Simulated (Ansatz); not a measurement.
# SeO: the cost of one run

Method: DFT PBE, scalar-relativistic, plane waves, PAW, in Ansatz 0.2.0.

3 further runs of the same task are left out: 3 set aside as unsound or not needed.

**1. The structure to begin with**

The structure is tetragonal, space group P4/mmm (No. 123). The conventional cell has a = 2.996 Å, b = 2.996 Å, c = 3.927 Å, α = 90.00°, β = 90.00°, γ = 90.00°. Se (site symmetry 4/mmm) is surrounded by 8 O at 2.89 Å and 4 Se at 3.00 Å. O (site symmetry 4/mmm) has 8 Se at 2.89 Å and 4 O at 3.00 Å as nearest neighbours.

Structure file:

```
CELL_PARAMETERS angstrom
2.99582 0.00000 0.00000
0.00000 2.99582 0.00000
0.00000 0.00000 3.92667
ATOMIC_POSITIONS crystal
Se 0.50000 0.50000 0.50000
O 0.00000 0.00000 0.00000
```

This is candidate A: CuAu (L1_0) type (P4/mmm, No. 123).

(A quick probe on a coarse mesh, which set the mesh and smearing, is not shown.)

**3. A loose first relaxation (candidate A)**

Contents of input.yaml:

```yaml
crystal:
  lattice:
    - [2.9958230239, 0.0, 0.0]
    - [0.0, 2.9958230239, 0.0]
    - [0.0, 0.0, 3.9266680349]
  atoms:
    - { symbol: Se, position: [0.5, 0.5, 0.5] }
    - { symbol: O, position: [0.0, 0.0, 0.0], spin: 0.69 }
basis:
  ecutwfc: 420
kpoints:
  mp_grid: { grid: [6, 6, 4] }
hamiltonian:
  xc: pbe
scf:
  occupations: { method: gaussian, width: 0.1 }
  lower_state_search: "off"
output:
  forces: true
  stress: true
  eigenvalues: true
  populations: true
magnetization:
  spin_polarized: true
relax:
  adjacent_minimum: "off"
  f_tol: 0.04
  max_steps: 70
  cell: { stress_tol: 0.4 }
```

Run with:

```sh
$ ansatz run input.yaml --threads 1 --pin off --max-ram 2560MiB --backend cpu --events-out ev --progress --plain --runs-dir out
```

**Question.** How long does this run take on 1 thread of Intel Xeon Platinum 8488C (Sapphire Rapids), shared host, and how much memory does it need?

About 29 s, with a peak of 0.35 GiB.
